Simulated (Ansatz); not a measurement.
# ZrS (triplet): the correlation ladder, def2-TZVPP

One table from this session's results is given with a row withheld; the runs are named, their logs left out.

Program: Ansatz 0.2.0, Gaussian basis. Level of theory: def2-TZVPP, core rule «outside noble gas», up to 9 orbitals frozen. These are calculated values, not measurements.

The runs, in order: UHF; ROHF; CCSD(T) on UHF.

2 further runs of the same task are left out: 2 set aside as unsound or not needed.

## The system

The geometry is a PBE0/def2-TZVP stationary point (not a proven minimum) of the parent state, kept for this charge and spin. No spin-orbit coupling is included. Elements past krypton take def2 core potentials.

2 atoms, charge 0, spin multiplicity 3.

Atoms are counted from 1 here; the program's logs count them from 0.

Bond lengths: Zr1–S2 2.143 Å.

The first run:

in.yaml reads:

```yaml
crystal:
  periodic: [false, false, false]
  atoms:
    - {symbol: Zr, position_ang: [0.000000, 0.000000, 0.000000]}
    - {symbol: S, position_ang: [0.000000, 0.000000, 2.143378]}
basis:
  gaussian: {orbitals: def2-TZVPP}
magnetization: {spin_polarized: true, initial_magnetization: 2}
hamiltonian: {xc: hf}
output: {orbitals: {seedname: orbitals}}
```

Command:

```
> ansatz run in.yaml --threads 1 --pin off --events-out ev --progress --plain --max-ram 4096MiB --backend cpu
```

Among the steps run: UHF; ROHF; CCSD(T) on UHF.

One of the session's tables, all rows but one given; the rest of the session is left out.

It belongs to the step «Misses and costs». 

```
  method  from UCCSD(T) (meV)
    ROHF              +7600.2
     UHF                    ?
    UMP2               +823.0
   UCCSD               +532.5
UCCSD(T)                    0
```

Q: Estimate the row for UHF from the others.

**Answer.** from UCCSD(T) (meV): +7465.2. In the column «from UCCSD(T) (meV)» it lies between UMP2 (+823.0) and ROHF (+7600.2).
